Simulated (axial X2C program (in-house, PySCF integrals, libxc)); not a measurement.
# All-electron X2C curves of GaS, part 2 of 2

Computed with an in-house X2C program for linear molecules on PySCF integrals; all-electron X2C, Ga dyall-cv3z, S dyall-av3z.

## 9. PBE0, 2c

State followed: Ω = 1/2 (excess of +ω over −ω: ω = 1/2). The scan is laid around 2.077 Å, a first estimate of the minimum, and this SCF restarts from the orbitals of the search.

Output at 2.077 Å:

```text
two-component X2C + atomic mean field  PBE0
basis functions 170  fitting functions 942  grid points 5080
iter        total energy     max residual
   1      -2340.169228526     2.65e+00
   2      -2342.165183087     2.96e-02
   3      -2342.146290620     4.51e-02
   4      -2342.179902647     5.84e-03
   5      -2342.180363850     4.76e-03
   6      -2342.181023516     5.80e-04
   7      -2342.181031058     1.93e-04
   8      -2342.181031428     3.76e-05
   9      -2342.181031451     1.45e-05
  10      -2342.181031456     3.63e-06
  11      -2342.181031456     1.10e-06
converged
one-electron -3510.36027543  Coulomb 1144.02376780  exact exchange -24.88381429  xc functional -76.62654996  nuclear repulsion 126.37067723  atomic mean-field constant -0.70483681
```

Along the bond, energies from the lowest point:

| R (Å) | E (eV) | μ (D) | HOMO (eV) | LUMO (eV) | iterations |
| --- | --- | --- | --- | --- | --- |
| 1.807 | 0.9260 | -2.57 | -7.32 | -4.11 | 13 |
| 1.890 | 0.3694 | -2.85 | -7.44 | -4.27 | 13 |
| 1.952 | 0.1394 | -3.04 | -7.40 | -4.37 | 13 |
| 2.015 | 0.0265 | -3.23 | -7.27 | -4.46 | 13 |
| 2.077 | 0.0000 | -3.42 | -7.14 | -4.53 | 11 |
| 2.150 | 0.0468 | -3.63 | -7.01 | -4.58 | 15 |
| 2.222 | 0.1496 | -3.84 | -6.87 | -4.61 | 16 |
| 2.316 | 0.3311 | -4.14 | -6.71 | -4.61 | 17 |
| 2.430 | 0.4037 | -2.69 | -6.69 | -4.41 | 71 |
| 2.596 | 0.6015 | -3.69 | -6.34 | -4.05 | 14 |

Dipoles are positive if S is the positive end.

Outer spinors at the reference distance:

```json
{"ω": "1/2", "occupied": "yes", "ε (eV)": "-23.82", "atomic character": "97% Ga d", "λ mixture": "77% σ, 23% π"}
{"ω": "-1/2", "occupied": "yes", "ε (eV)": "-23.72", "atomic character": "98% Ga d", "λ mixture": "51% σ, 49% π"}
{"ω": "-3/2", "occupied": "yes", "ε (eV)": "-23.69", "atomic character": "100% Ga d", "λ mixture": "86% δ, 14% π"}
{"ω": "3/2", "occupied": "yes", "ε (eV)": "-23.68", "atomic character": "100% Ga d", "λ mixture": "79% δ, 21% π"}
{"ω": "1/2", "occupied": "yes", "ε (eV)": "-23.33", "atomic character": "98% Ga d", "λ mixture": "77% π, 23% σ"}
{"ω": "-1/2", "occupied": "yes", "ε (eV)": "-23.31", "atomic character": "98% Ga d", "λ mixture": "51% π, 49% σ"}
{"ω": "5/2", "occupied": "yes", "ε (eV)": "-23.28", "atomic character": "100% Ga d", "λ mixture": "100% δ"}
{"ω": "3/2", "occupied": "yes", "ε (eV)": "-23.25", "atomic character": "100% Ga d", "λ mixture": "79% π, 21% δ"}
{"ω": "-5/2", "occupied": "yes", "ε (eV)": "-23.24", "atomic character": "100% Ga d", "λ mixture": "100% δ"}
{"ω": "-3/2", "occupied": "yes", "ε (eV)": "-23.20", "atomic character": "100% Ga d", "λ mixture": "86% π, 14% δ"}
{"ω": "1/2", "occupied": "yes", "ε (eV)": "-18.97", "atomic character": "69% S s, 10% Ga p, 9% Ga d", "λ mixture": "100% σ"}
{"ω": "-1/2", "occupied": "yes", "ε (eV)": "-18.31", "atomic character": "70% S s, 10% Ga p, 9% Ga s", "λ mixture": "100% σ"}
{"ω": "1/2", "occupied": "yes", "ε (eV)": "-11.48", "atomic character": "44% S p, 42% Ga s, 8% S s", "λ mixture": "100% σ"}
{"ω": "-1/2", "occupied": "yes", "ε (eV)": "-10.40", "atomic character": "42% S p, 42% Ga s, 9% S s", "λ mixture": "100% σ"}
{"ω": "1/2", "occupied": "yes", "ε (eV)": "-7.63", "atomic character": "37% Ga p, 37% S p, 19% Ga s", "λ mixture": "100% σ"}
{"ω": "-1/2", "occupied": "yes", "ε (eV)": "-7.36", "atomic character": "80% S p, 14% Ga p, 4% Ga d", "λ mixture": "100% π"}
{"ω": "3/2", "occupied": "yes", "ε (eV)": "-7.30", "atomic character": "80% S p, 14% Ga p, 4% Ga d", "λ mixture": "100% π"}
{"ω": "1/2", "occupied": "yes", "ε (eV)": "-7.20", "atomic character": "80% S p, 14% Ga p, 5% Ga d", "λ mixture": "100% π"}
{"ω": "-3/2", "occupied": "yes", "ε (eV)": "-7.14", "atomic character": "80% S p, 13% Ga p, 5% Ga d", "λ mixture": "100% π"}
{"ω": "-1/2", "occupied": "no", "ε (eV)": "-4.53", "atomic character": "36% S p, 36% Ga p, 20% Ga s", "λ mixture": "100% σ"}
{"ω": "-1/2", "occupied": "no", "ε (eV)": "-1.74", "atomic character": "66% Ga p, 12% S d, 11% S p", "λ mixture": "100% π"}
{"ω": "3/2", "occupied": "no", "ε (eV)": "-1.67", "atomic character": "66% Ga p, 12% S d, 11% S p", "λ mixture": "100% π"}
{"ω": "1/2", "occupied": "no", "ε (eV)": "-1.31", "atomic character": "66% Ga p, 13% S d, 11% S p", "λ mixture": "100% π"}
```

PBE0 fields in the half plane through the axis: z from -2.4 to 4.2 Å across, distance from the axis 0.15 to 2.25 Å upwards; Ga lies at z = 0 and S at z = 2.077 Å; the ELF is damped to zero where the density is low.

log10 density (e/bohr³). Ten even steps from ' ' (-4.46 ) to '@' (1.37 ):
```
      ......::::::::::::::::::::::::......    
  ......::::::::::::--------------::::::....  
  ..::::::------------------====------::::....
....::------========================----::::..
..::::----====++++++====++++++++++++==----::..
::::----====++++**++++++++++******++++==--::::
::::--====++**##%%##**++++**********++==----::
::::--====++**%%@@%%********%%@@##**++====--::
```

ELF. Ten even steps from ' ' (0.00 ) to '@' (0.95 ):
```
          ........    ....::::::::..          
      ::--==----::....::--========--::..      
  ..==**####**++==--::--==++**##**++==::..    
  ==##%%%%%%**++==----==++##%%%%%%##**==::    
::##@@@@@@##++--::::--++**%%@@@@@@%%##++--..  
++%%@@@@%%**::..::..::==##%%%%%%@@@@%%**==..  
**@@@@@@%%==::++##++..--##**......%%%%##==::  
##@@@@@@##::--%%--%%--::##::####++==%%##==::  
```

No constants are quoted: the solution changes its character somewhere along the scan, so the fit is set aside.

## 10. HF, 2c

The SCF at the reference distance of 2.077 Å:

```text
two-component X2C + atomic mean field  HF
basis functions 170  fitting functions 942  grid points 5080
iter        total energy     max residual
   1      -2340.205924369     1.33e-01
   2      -2340.234754587     8.73e-03
   3      -2340.235986593     7.83e-03
   4      -2340.236538903     1.98e-03
   5      -2340.236646468     7.72e-04
   6      -2340.236671812     2.59e-04
   7      -2340.236676048     1.27e-04
   8      -2340.236678801     1.15e-04
   9      -2340.236681568     1.05e-04
  10      -2340.236683944     9.23e-05
  11      -2340.236685156     8.31e-05
  12      -2340.236686857     6.79e-05
  13      -2340.236689096     4.15e-05
  14      -2340.236690322     1.62e-05
  15      -2340.236690515     1.25e-05
  16      -2340.236690550     9.00e-06
  17      -2340.236690561     4.30e-06
  18      -2340.236690563     1.04e-06
converged
one-electron -3510.66543279  Coulomb 1144.45875152  exact exchange -99.69584972  xc functional 0.00000000  nuclear repulsion 126.37067723  atomic mean-field constant -0.70483681
```

No constants are quoted: the solution changes its character somewhere along the scan, so the fit is set aside.

## 11. TPSSh, 2c

Output at 2.077 Å:

```text
two-component X2C + atomic mean field  TPSSh
basis functions 170  fitting functions 942  grid points 5080
iter        total energy     max residual
   1      -2342.561711396     3.22e-02
   2      -2342.562164070     8.85e-03
   3      -2342.561965776     9.79e-03
   4      -2342.562700282     8.55e-04
   5      -2342.562702439     8.12e-04
   6      -2342.562721055     3.04e-05
   7      -2342.562721133     2.40e-05
   8      -2342.562721166     9.61e-06
   9      -2342.562721172     3.70e-06
  10      -2342.562721173     5.74e-07
converged
one-electron -3509.96833862  Coulomb 1143.60800977  exact exchange -9.95038785  xc functional -91.91784490  nuclear repulsion 126.37067723  atomic mean-field constant -0.70483681
```

Re = 2.070 Å, ωe = 455 cm⁻¹, ωexe = 2.52 cm⁻¹, Be = 0.1802 cm⁻¹, De = 3.69 eV, μ = -3.30 D.

## 12. Correlated methods, 2c

Correlated methods: 9 electrons correlated (frozen shells, counted by type: Ga 3 s, 2 p, 1 d; S 2 s, 1 p), 259 virtual spinors in MP2, 90 natural virtuals in coupled cluster.

Output of the correlated part at 2.077 Å:

```text
correlated 9  virtual 259  natural virtual 90  E(MP2) -0.218222447  MP2 remainder -0.005184124
iter   CCSD correlation   residual
   1     -0.224826349   1.24e-01
   2     -0.231677153   5.45e-02
   3     -0.234272832   2.52e-02
   4     -0.234401694   9.82e-03
   5     -0.234509100   4.28e-03
   6     -0.234524556   2.23e-03
   7     -0.234532921   1.13e-03
   8     -0.234535911   6.97e-04
   9     -0.234532002   5.42e-04
  10     -0.234534448   4.06e-04
  11     -0.234535580   2.25e-04
  12     -0.234537817   8.45e-05
  13     -0.234537557   3.20e-05
  14     -0.234537879   1.35e-05
  15     -0.234537953   6.14e-06
  16     -0.234538051   3.52e-06
  17     -0.234538060   1.98e-06
(T) -0.014065211  T1 0.0374  D1 0.0573  max T2 0.066
```

MP2: No constants are quoted: the reference changes its character somewhere along the scan, so the fit is set aside.

CCSD: No constants are quoted: the reference changes its character somewhere along the scan, so the fit is set aside.

CCSD(T): No constants are quoted: the reference changes its character somewhere along the scan, so the fit is set aside.

## 13. A higher determinant, 2c

State: Ω = 3/2 (excess of +ω over −ω: ω = 3/2).

Output at the reference distance:

```text
two-component X2C + atomic mean field  PBE0
basis functions 170  fitting functions 942  grid points 5080
iter        total energy     max residual
   1      -2340.031284199     2.65e+00
   2      -2342.142777235     2.71e-02
   3      -2342.139648165     4.41e-02
   4      -2342.156104532     3.10e-03
   5      -2342.156580356     1.13e-03
   6      -2342.156600193     3.34e-04
   7      -2342.156603021     9.75e-05
   8      -2342.156603335     1.78e-05
   9      -2342.156603339     2.79e-06
  10      -2342.156603340     7.78e-07
converged
one-electron -3510.87312083  Coulomb 1144.57991643  exact exchange -24.89246669  xc functional -76.63677268  nuclear repulsion 126.37067723  atomic mean-field constant -0.70483681
```

```csv
R (Å),E above the lowest PBE0 point (eV)
1.807,2.775
1.890,1.815
1.952,1.303
2.015,0.930
2.077,0.665
2.150,0.464
2.222,0.352
2.316,0.307
2.430,0.357
```

No constants are quoted: too few points lie around the minimum for a second fit to confirm the first.

## 14. The 2c curves together

Energy (eV) of the followed determinant, 2c, from each level's lowest point:

```csv
R (Å),PBE0 (jumps),HF (jumps),MP2 (its reference jumps),CCSD (its reference jumps),CCSD(T) (its reference jumps),TPSSh
1.807,0.926,1.097,1.000,n/a,n/a,0.928
1.890,0.369,0.510,0.378,0.477,0.488,0.372
1.952,0.139,0.265,0.122,0.205,0.208,0.141
2.015,0.026,0.137,0.006,0.056,0.056,0.028
2.077,0.000,0.088,0.000,0.000,0.000,0.000
2.150,0.047,0.094,0.149,0.024,0.034,0.046
2.222,0.150,0.036,0.477,0.189,0.273,0.148
2.316,0.331,0.000,0.419,0.166,0.274,0.330
2.430,0.404,0.040,0.438,n/a,n/a,0.590
2.596,0.602,0.228,0.625,n/a,n/a,0.987
```

The whole job took 2.3 min on 1 thread of Arm Neoverse V1, shared host; peak memory 0.58 GiB.

## 15. Constants

The summary covers parts 1 to 2.

Lowest determinant that the search found at its distance, spin-free: M_S = 1/2, Λ = 0 (beyond closed shells: σα).

Lowest determinant that the search found at its distance, 2c: Ω = 1/2 (excess of +ω over −ω: ω = 1/2).

| Hamiltonian | level | Re (Å) | ωe (cm⁻¹) | De (eV) | μ (D) |
| --- | --- | --- | --- | --- | --- |
| spin-free | PBE0 | 2.068 | 457 | 3.64 | -3.39 |
| spin-free | HF | 2.100 | 379 | 1.93 | -4.16 |
| spin-free | MP2 | 2.050 | 533 | 3.65 | n/a |
| spin-free | CCSD | 2.095 | 441 | 3.26 | n/a |
| spin-free | CCSD(T) | 2.091 | 456 | 3.49 | n/a |
| spin-free | TPSSh | 2.069 | 456 | 3.70 | -3.29 |
| 2c | TPSSh | 2.070 | 455 | 3.69 | -3.30 |

Dipoles are positive if S is the positive end. No constants: 2c PBE0 (the solution changes its character somewhere along the scan, so the fit is set aside); 2c HF (the solution changes its character somewhere along the scan, so the fit is set aside); 2c MP2 (the reference changes its character somewhere along the scan, so the fit is set aside); 2c CCSD (the reference changes its character somewhere along the scan, so the fit is set aside); 2c CCSD(T) (the reference changes its character somewhere along the scan, so the fit is set aside).

Time per point (s) on 1 thread of Arm Neoverse V1, shared host (2c runs); the times are rough: TPSSh 1.2.

**Reading.** At TPSSh, going from spin-free to two-component changes Re by +1 mÅ, ωe by -0.1 %; the spin-free picture holds up (part of it comes from the scalar share of the two-electron terms). De moves by -0.01 eV; both De rest on single-determinant atoms, which can miss part of an open shell's spin–orbit lowering.

De refers to Ga + S, each in the lowest determinant found, which need not be this curve's own limit. The state is a single determinant with fixed occupations, the lowest that a limited PBE0 search found. Dissociation energies refer to the lowest single-determinant-based atoms at the same level and basis. Density functionals use the spin component along the axis (collinear). CCSD and (T) use frozen natural virtuals with an MP2 correction for the truncation. The meta-GGAs lack a current-density term, which matters for open shells with orbital currents, atoms included. With the outer-core shells frozen, correlated bond lengths of heavy atoms tend to come out a few hundredths of an ångström too long. T1 at Re is 0.027 (Lee–Taylor), above the customary mark of 0.02.
